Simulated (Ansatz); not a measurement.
This script drives Ansatz's Python interface.

The script, `c3h4bf.py`:
```python
"""Harmonic frequencies of C3H4BF at its relaxed geometry."""

import itertools

import ansatz as az
from ase.data import atomic_numbers, covalent_radii
import numpy as np


def main() -> None:
    geometry_ang = [
        ("F", (1.3155, 1.0216, 1.836)),
        ("C", (0.5807, 0.4687, 0.8119)),
        ("C", (0.9338, -0.2465, -0.3102)),
        ("C", (-0.3655, -0.4098, -0.7073)),
        ("B", (-0.9603, 0.3422, 0.4545)),
        ("H", (1.9197, -0.547, -0.7084)),
        ("H", (-0.6291, 0.0854, -1.6663)),
        ("H", (-0.7106, -1.4704, -0.6898)),
        ("H", (-1.9956, 0.7096, 0.9625)),
    ]
    molecule = az.Crystal.molecule()
    for symbol, xyz in geometry_ang:
        molecule = molecule.atom(symbol, xyz)

    job = (
        molecule.calculation()
        .basis(gaussian="def2-SVP")
        .functional("hf")
    )
    symbols = [site.symbol for site in molecule.cartesian_sites]
    start = np.array([site.position_ang for site in molecule.cartesian_sites], dtype=float)
    data = job.relax(force_tolerance=0.003, max_steps=100).run().report
    end = np.array(data["positions_ang"])

    # pairs closer than 1.2 times the sum of covalent radii, before or after
    radius = [covalent_radii[atomic_numbers[s]] for s in symbols]
    span = lambda where, i, j: np.linalg.norm(where[i] - where[j])
    bonded = [(i, j) for i, j in itertools.combinations(range(len(symbols)), 2) if min(span(start, i, j), span(end, i, j)) < 1.2 * (radius[i] + radius[j])]
    print("pair        before    after (A)")
    for i, j in bonded:
        print(f"{symbols[i]}{i}-{symbols[j]}{j}".ljust(10), f"{span(start, i, j):8.4f} {span(end, i, j):8.4f}")

    # frequencies need a stationary point, so they are taken at the relaxed geometry
    minimum = az.Crystal.molecule()
    for symbol, place in zip(symbols, end):
        minimum = minimum.atom(symbol, place.tolist())
    vibrating = (
        minimum.calculation()
        .basis(gaussian="def2-SVP")
        .functional("hf")
        .phonons(temperatures=(298.15, 498.15, 100))
    )
    vib = vibrating.run().report["vibrations"]
    sums = vib["harmonic_sums"]
    modes = [m["omega_inv_cm"] for m in sums["modes_at_gamma"] if m["rigid_motion"] == "no"]
    for number, w in enumerate(modes, start=1):
        print(f"mode {number:2d} {w:9.1f} 1/cm {w / 8065.544 * 1000:8.2f} meV")
    print("imaginary modes:", sum(w < 0 for w in modes), " zero-point energy:", round(sums["zero_point_energy_ev"], 4), "eV")
    print("T (K)   F_vib (eV)   S_vib (meV/K)   C_vib (meV/K)")
    for row in zip(sums["temperatures_k"], sums["vibrational_free_energy_ev"], vib["entropy_ev_per_k"], vib["heat_capacity_ev_per_k"]):
        print(f"{row[0]:6.1f} {row[1]:11.4f} {1000 * row[2]:13.4f} {1000 * row[3]:15.4f}")

    # all hydrogen replaced by deuterium
    heavier = vibrating.phonons(masses={"H": 2.014102}).run().report["vibrations"]["harmonic_sums"]
    print("deuterated (1/cm):", " ".join(f"{m['omega_inv_cm']:.0f}" for m in heavier["modes_at_gamma"] if m["rigid_motion"] == "no"))
    print("zero-point energy falls by", round(sums["zero_point_energy_ev"] - heavier["zero_point_energy_ev"], 4), "eV")


if __name__ == "__main__":
    main()
```

It is started by `python c3h4bf.py`. Estimate its wall time and peak memory on 1 thread of Arm Neoverse N1, on a shared host.

It took about 4.4 min, with a peak of 0.24 GiB, for 3 runs of the engine.

```console
$ python c3h4bf.py
pair        before    after (A)
F0-C1        1.3764   1.3139
C1-C2        1.3767   1.3348
C1-B4        1.5870   1.5451
C2-C3        1.3684   1.5282
C2-H5        1.1049   1.0862
C3-B4        1.5063   1.6187
C3-H6        1.1110   1.0931
C3-H7        1.1155   1.0930
B4-H8        1.2103   1.1948
RunWarning: phonons: modes at or below zero, which the zero-point energy, F, S and C_V leave out: 1, the lowest at -26.33 cm⁻¹. A minimum has none, and a first-order saddle one
mode  1     -26.3 1/cm    -3.26 meV
mode  2     383.5 1/cm    47.54 meV
mode  3     440.3 1/cm    54.59 meV
mode  4     695.2 1/cm    86.19 meV
mode  5     786.7 1/cm    97.54 meV
mode  6     820.4 1/cm   101.71 meV
mode  7     953.5 1/cm   118.22 meV
mode  8     994.3 1/cm   123.28 meV
mode  9    1003.2 1/cm   124.38 meV
mode 10    1042.4 1/cm   129.24 meV
mode 11    1130.4 1/cm   140.15 meV
mode 12    1209.8 1/cm   149.99 meV
mode 13    1287.2 1/cm   159.60 meV
mode 14    1350.7 1/cm   167.47 meV
mode 15    1441.3 1/cm   178.70 meV
mode 16    1582.5 1/cm   196.21 meV
mode 17    1825.0 1/cm   226.27 meV
mode 18    2769.4 1/cm   343.37 meV
mode 19    3188.1 1/cm   395.28 meV
mode 20    3233.7 1/cm   400.93 meV
mode 21    3331.1 1/cm   413.00 meV
imaginary modes: 1  zero-point energy: 1.8268 eV
T (K)   F_vib (eV)   S_vib (meV/K)   C_vib (meV/K)
 298.1      1.8160        0.1355          0.3227
 398.1      1.7966        0.2566          0.5221
 498.1      1.7642        0.3930          0.6967
deuterated (1/cm): -21 342 410 629 630 679 765 766 875 934 955 969 1119 1144 1255 1417 1788 2066 2322 2399 2481
zero-point energy falls by 0.3427 eV
```
(Warnings from the package without file and line, repeats left out.)

The settings weren't tested for convergence. The frequencies are harmonic and unscaled, in a modest basis.
